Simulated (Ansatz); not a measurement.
# Ca (Calcium): the cost of one run

Computed with Ansatz 0.2.0 (DFT r2SCAN, scalar-relativistic, plane waves, PAW, unless a step's input says otherwise).

### Step 1. The starting structure

Symmetry: Fm-3m, No. 225, cubic system. The conventional cell has a = 5.588 Å, b = 5.588 Å, c = 5.588 Å, α = 90.00°, β = 90.00°, γ = 90.00°. Ca (site symmetry m-3m) is surrounded by 12 Ca at 3.95 Å.

Structure file:

```
CELL_PARAMETERS angstrom
0.00000 2.79420 2.79420
2.79420 0.00000 2.79420
2.79420 2.79420 0.00000
ATOMIC_POSITIONS crystal
Ca 0.00000 0.00000 0.00000
```

Source of the structure: the Crystallography Open Database.

(A quick probe on a coarse mesh, which set the mesh and smearing, is not shown.)

### Step 3. The relaxation

input.yaml

```yaml
crystal:
  lattice:
    - [0.0, 2.7942, 2.7942]
    - [2.7942, 0.0, 2.7942]
    - [2.7942, 2.7942, 0.0]
  atoms:
    - { symbol: Ca, position: [0.0, 0.0, 0.0] }
basis:
  ecutwfc: 500
kpoints:
  mp_grid: { grid: [14, 14, 14] }
hamiltonian:
  xc: r2scan
scf:
  occupations: { method: gaussian, width: 0.1 }
output:
  forces: true
  stress: true
  eigenvalues: true
relax:
  adjacent_minimum: "off"
  f_tol: 0.005
  max_steps: 80
  cell: { stress_tol: 0.05 }
```

Launch:

```
$ ansatz run input.yaml --threads 1 --pin off --max-ram 2560MiB --backend cpu --events-out ev --progress --plain --runs-dir out
```

What time and memory should one allow on 1 thread of Intel Xeon at 2.50GHz (Skylake/Cascade Lake), shared host?

About 34 s, with a peak of 0.49 GiB.
